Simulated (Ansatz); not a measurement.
# C₂H₆BN: how energies converge with the basis set

The task here is to estimate one member of a computed series from the others.

The runs use Ansatz 0.2.0, Gaussian basis; one geometry, several basis sets.

The runs, in order: PBE0-D4/def2-SVP; ωB97M-V/def2-SVP; PBE0-D4/def2-QZVPP; ωB97M-V/def2-QZVPP; the functionals' def2-TZVPP values are taken from earlier runs.

### The geometry

The geometry comes from an earlier relaxation with PBE0-D4 in a triple-zeta def2 set; it is a stationary point, not always the lowest conformer.

SMILES `C=NBC`, 10 atoms, charge 0, spin multiplicity 1.

Atoms are counted from 1 here; the program's logs count them from 0.

Bond lengths: C1–N2 1.240 Å, C1–H5 1.095 Å, C1–H6 1.095 Å, N2–B3 1.359 Å, B3–C4 1.573 Å, B3–H7 1.202 Å, C4–H8 1.095 Å, C4–H9 1.091 Å, C4–H10 1.095 Å. Angles: N2–C1–H5 121.6°, N2–C1–H6 121.6°, H5–C1–H6 116.8°, C1–N2–B3 180.0°, N2–B3–C4 122.2°, N2–B3–H7 116.1°, C4–B3–H7 121.8°, B3–C4–H8 109.9°, B3–C4–H9 113.8°, B3–C4–H10 110.0°, H8–C4–H9 108.4°, H8–C4–H10 105.9°, H9–C4–H10 108.4°.

Coordinates:

```
C    -1.2121    0.9150   -1.4298
N    -0.3837    0.2142   -0.8294
B     0.5239   -0.5547   -0.1721
C     0.7415   -0.4492    1.3826
H    -0.9440    1.8923   -1.8444
H    -2.2464    0.5855   -1.5728
H     1.1536   -1.3231   -0.8482
H     0.5617   -1.4221    1.8516
H     0.1029    0.2910    1.8676
H     1.7857   -0.2000    1.5978
```

Set-up of the first run:

in.yaml

```yaml
crystal:
  periodic: [false, false, false]
  atoms:
    - {symbol: C, position_ang: [-1.212075, 0.914999, -1.429798]}
    - {symbol: N, position_ang: [-0.383705, 0.214184, -0.829355]}
    - {symbol: B, position_ang: [0.523891, -0.554664, -0.172123]}
    - {symbol: C, position_ang: [0.741498, -0.449234, 1.382644]}
    - {symbol: H, position_ang: [-0.944003, 1.892269, -1.844364]}
    - {symbol: H, position_ang: [-2.246366, 0.585480, -1.572846]}
    - {symbol: H, position_ang: [1.153598, -1.323090, -0.848227]}
    - {symbol: H, position_ang: [0.561687, -1.422132, 1.851632]}
    - {symbol: H, position_ang: [0.102866, 0.291011, 1.867578]}
    - {symbol: H, position_ang: [1.785710, -0.200024, 1.597759]}
basis:
  gaussian: {orbitals: def2-SVP}
hamiltonian: {xc: pbe0, dispersion: d4}
output: {orbitals: {seedname: orbitals}}
```

The run is started by

```sh
> ansatz run in.yaml --threads 2 --pin off --events-out ev --progress --plain --max-ram 4352MiB
```

Steps of the session up to this table: PBE0-D4 in def2-SVP; ωB97M-V in def2-SVP; PBE0-D4 in def2-QZVPP; ωB97M-V in def2-QZVPP.

One of the session's tables, all rows but one given; the rest of the session is left out.

It belongs to the step «Functionals by basis». 

```
functional       basis  HOMO (eV)
   PBE0-D4    def2-SVP      -7.54
   PBE0-D4  def2-TZVPP          ?
   PBE0-D4  def2-QZVPP      -7.59
   ωB97M-V    def2-SVP      -9.85
   ωB97M-V  def2-TZVPP      -9.90
   ωB97M-V  def2-QZVPP      -9.91
```

Estimate the missing values for PBE0-D4, def2-TZVPP.

**Answer.** HOMO (eV): -7.58. In the column «HOMO (eV)» it lies between PBE0-D4, def2-QZVPP (-7.59) and PBE0-D4, def2-SVP (-7.54).
